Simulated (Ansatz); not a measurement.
# FH₃NPZn: one species, many methods

One table from this session's results is given with a row withheld; the runs are named, their logs left out.

Computed with Ansatz 0.2.0, Gaussian basis. Level: functionals in def2-TZVPP, the program's frozen cores in correlated methods.

The runs, in order: LDA (SPW92), PBE-D4, revPBE-D4, BLYP-D4, r2SCAN-D4, B97M-V, PBE0-D4, B3LYP-D4, r2SCANh-D4, r2SCAN0-D4, HSE06-D4, BHLYP-D4, CAM-B3LYP-D4, LC-ωPBE, ωB97X-V, ωB97M-V, B2PLYP, PBE-QIDH; CCSD(T)/def2-SVP; CCSD(T)/def2-TZVPP; MP2/def2-QZVPP; extrapolation to the limit; RPA on PBE.

**The geometry**

All runs share one geometry, relaxed beforehand with PBE0-D4 in a triple-zeta def2 set.

7 atoms, charge 0, spin multiplicity 1.

Atoms are counted from 1 here; the program's logs count them from 0.

Bond lengths: N1–P2 1.714 Å, N1–H5 1.007 Å, N1–H6 1.007 Å, P2–Zn3 2.280 Å, P2–H7 1.421 Å, Zn3–F4 1.764 Å. Angles: P2–N1–H5 113.5°, P2–N1–H6 121.3°, H5–N1–H6 111.4°, N1–P2–Zn3 106.7°, N1–P2–H7 99.4°, Zn3–P2–H7 94.2°, P2–Zn3–F4 176.9°.

Geometry (Å):

```mol
FH3NPZn
  3D, bonds by distance, orders not assigned

  7  6  0  0  0  0  0  0  0  0999 V2000
   -0.4320    1.3638   -0.2938 N   0  0
    0.4413    0.4625    0.8729 P   0  0
    0.1829   -1.7366    0.3293 Zn  0  0
   -0.1020   -3.4358   -0.0476 F   0  0
   -1.2859    1.7621    0.0626 H   0  0
   -0.5480    1.0273   -1.2355 H   0  0
    1.7437    0.5567    0.3121 H   0  0
  1  2  8  0
  2  3  8  0
  3  4  8  0
  1  5  8  0
  1  6  8  0
  2  7  8  0
M  END
```

The first run:

in.yaml reads:

```yaml
crystal:
  periodic: [false, false, false]
  atoms:
    - {symbol: N, position_ang: [-0.431991, 1.363751, -0.293802]}
    - {symbol: P, position_ang: [0.441327, 0.462493, 0.872908]}
    - {symbol: Zn, position_ang: [0.182854, -1.736574, 0.329316]}
    - {symbol: F, position_ang: [-0.101977, -3.435776, -0.047572]}
    - {symbol: H, position_ang: [-1.285907, 1.762120, 0.062635]}
    - {symbol: H, position_ang: [-0.547979, 1.027342, -1.235538]}
    - {symbol: H, position_ang: [1.743684, 0.556654, 0.312053]}
basis:
  gaussian: {orbitals: def2-TZVPP}
hamiltonian: {xc: lda}
output: {orbitals: {seedname: orbitals}}
```

Run with:

```sh
$ ansatz run in.yaml --threads 2 --pin off --events-out ev --progress --plain --max-ram 4352MiB
```

Steps of the session up to this table: LDA; PBE-D4 (GGA); revPBE-D4 (GGA); BLYP-D4 (GGA); r2SCAN-D4 (meta-GGA); B97M-V (meta-GGA); B3LYP-D4 (hybrid); r2SCANh-D4 (hybrid); r2SCAN0-D4 (hybrid); HSE06-D4 (hybrid); BHLYP-D4 (hybrid); CAM-B3LYP-D4 (range-separated); LC-ωPBE (range-separated); ωB97X-V (range-separated); ωB97M-V (range-separated); B2PLYP (double hybrid); PBE-QIDH (double hybrid).

One table of the session follows, with a row left open; its other results are not shown here.

It belongs to the step «Orbital energies across the functionals». 

```
  functional  HOMO (eV)  gap (eV)
 LDA (SPW92)      -6.10      3.91
      PBE-D4      -5.89      3.93
   revPBE-D4      -5.81      3.95
     BLYP-D4          ?         ?
   r2SCAN-D4      -6.09      4.40
      B97M-V      -6.10      4.25
     PBE0-D4      -6.92      5.75
    B3LYP-D4      -6.76      5.33
  r2SCANh-D4      -6.48      5.07
  r2SCAN0-D4      -7.06      6.05
    HSE06-D4      -6.53      4.99
    BHLYP-D4      -7.85      7.38
CAM-B3LYP-D4      -8.19      7.88
     LC-ωPBE      -9.43     10.28
     ωB97X-V      -9.09      9.79
     ωB97M-V      -8.98      9.37
```

Q: Estimate the row for BLYP-D4 from the others.

Worked estimate for «HOMO (eV)». Against the share of exact exchange, B3LYP-D4 (0.2, -6.76), BHLYP-D4 (0.5, -7.85) give a slope of -3.63 per unit share; at 0 the line stands at -6.03.

As computed: HOMO (eV): -5.77; gap (eV): 3.88. In «HOMO (eV)» the line misses by -0.26.
